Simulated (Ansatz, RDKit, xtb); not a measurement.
**Si3PNH10: which of the isomers drawn lies lowest?**

A sample of isomers of Si3PNH10 is drawn. Aim: find which of them has the lowest free energy at 298.15 K, then its properties. The sample is small against all isomers, and the most stable one of this formula need not be in it.

Plan: many cheap relaxations first (GFN2-xTB), then density-functional screening, relaxation at B3LYP-D3(BJ)/def2-SVP, vibrations (at GFN2-xTB) and a final energy. The numbers are computed, not measured.

## Step 1: Drawing up candidates

Isomers were taken from a list of plausible structures; this is a sample, not all of them. That gives 7 candidates.

```csv
label,SMILES,spin
c081,[SiH3][SiH2]N[SiH2]P,singlet
c135,[SiH3]N[SiH2][P@H][SiH3],singlet
c542,N[SiH2][SiH2][P@H][SiH3],singlet
c562,[SiH3]N([SiH3])[SiH2]P,singlet
c602,N[SiH2]P([SiH3])[SiH3],singlet
c782,N[SiH2][Si@H]([SiH3])P,singlet
c799,N[SiH2][P@@H][SiH2][SiH3],singlet
```

Candidates are built by distance geometry, with a force field where one applies, in up to four conformers (letters a to d).

Q: Predict the outcome of this search (final energies at CCSD(T)/def2-SVP + MP2/def2-TZVPP - MP2/def2-SVP).

| quantity | value |
| --- | --- |
| lowest structure found | [SiH3]N([SiH3])[SiH2]P, singlet |
| next finalist | [SiH3]N[SiH2][P@H][SiH3], singlet, 8.8 kcal/mol higher in G |
| share at equilibrium, among the finalists | 100.0 % |

`[SiH3]N([SiH3])[SiH2]P` comes out lowest. Among the finalists first place is clear (8.8 kcal/mol); structures outside the list aren't covered. GFN2-xTB, HF/STO-3G, r2SCAN-D4/def2-SVP, B3LYP-D3(BJ)/def2-SVP, HF/def2-SVP and MP2/def2-SVP already put its bonding pattern lowest among the structures in one piece. 4 minima inside the window were never screened. Lowest found is not proven lowest: the search is finite, and each finalist counts with one conformer. Only 7 drawn patterns were tried, so whole families of isomers are missing, and the result ranks this sample alone. The lowest isomer need not be the one that is made and kept in a bottle, which depends on barriers.
